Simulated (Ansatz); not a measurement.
# FH7OSn: the cost of one run

Method: RKS PBE/def2-SVP, in Ansatz 0.2.0.

## Step 1: The starting structure

Bond lengths: Sn1–H3 1.756 Å, Sn1–H4 1.693 Å, Sn1–H5 1.689 Å, Sn1–F7 2.331 Å, O9–H10 0.959 Å. Angles: H3–Sn1–H4 107.7°, H3–Sn1–H5 108.2°, H3–Sn1–F7 163.1°, H4–Sn1–H5 121.3°, H4–Sn1–F7 79.4°, H5–Sn1–F7 79.4°.

Structure file:

```xyz
10

Sn   -0.9410    1.2562   -0.2214
H    -0.1855   -0.6615   -1.1019
H    -1.9443    1.5662   -1.6291
H    -1.9708    1.0114    1.1002
H     0.2802    2.4224   -0.1771
H     1.1473   -0.6571    0.8513
F     0.5335    0.2757    1.2943
H     0.5434   -1.1886   -0.7047
O     1.4524   -1.6234    0.0820
H     1.0849   -2.4012    0.5065
```

## Step 2: Pulling towards end A

Springs on the bonds that form and break draw the guess towards this end; the thresholds are loose.

Input file input.yaml:

```yaml
crystal:
  periodic: [false, false, false]
  atoms:
    - { symbol: Sn, position_ang: [-0.941, 1.2562, -0.2214] }
    - { symbol: H, position_ang: [-0.1855, -0.6615, -1.1019] }
    - { symbol: H, position_ang: [-1.9443, 1.5662, -1.6291] }
    - { symbol: H, position_ang: [-1.9708, 1.0114, 1.1002] }
    - { symbol: H, position_ang: [0.2802, 2.4224, -0.1771] }
    - { symbol: H, position_ang: [1.1473, -0.6571, 0.8513] }
    - { symbol: F, position_ang: [0.5335, 0.2757, 1.2943] }
    - { symbol: H, position_ang: [0.5434, -1.1886, -0.7047] }
    - { symbol: O, position_ang: [1.4524, -1.6234, 0.082] }
    - { symbol: H, position_ang: [1.0849, -2.4012, 0.5065] }
basis:
  gaussian: { orbitals: def2-SVP }
hamiltonian:
  xc: pbe
relax:
  f_tol: 0.15
  max_steps: 25
  restrain:
    - { distance: [0, 6], at: 3.26, k: 30.0 }
    - { distance: [5, 8], at: 2.27, k: 30.0 }
    - { distance: [7, 1], at: 1.92, k: 30.0 }
    - { distance: [0, 1], at: 1.7, k: 30.0 }
    - { distance: [5, 6], at: 0.88, k: 30.0 }
    - { distance: [7, 8], at: 0.97, k: 30.0 }
output:
  orbitals: {}
```

Started as:

```console
$ ansatz run input.yaml --threads 2 --pin off --max-ram 3072MiB --backend cpu --events-out ev --progress --plain --runs-dir out
```

Q: Estimate wall time and peak memory on 2 threads of Arm Neoverse V1, shared host.

About 18 s, with a peak of 0.12 GiB.
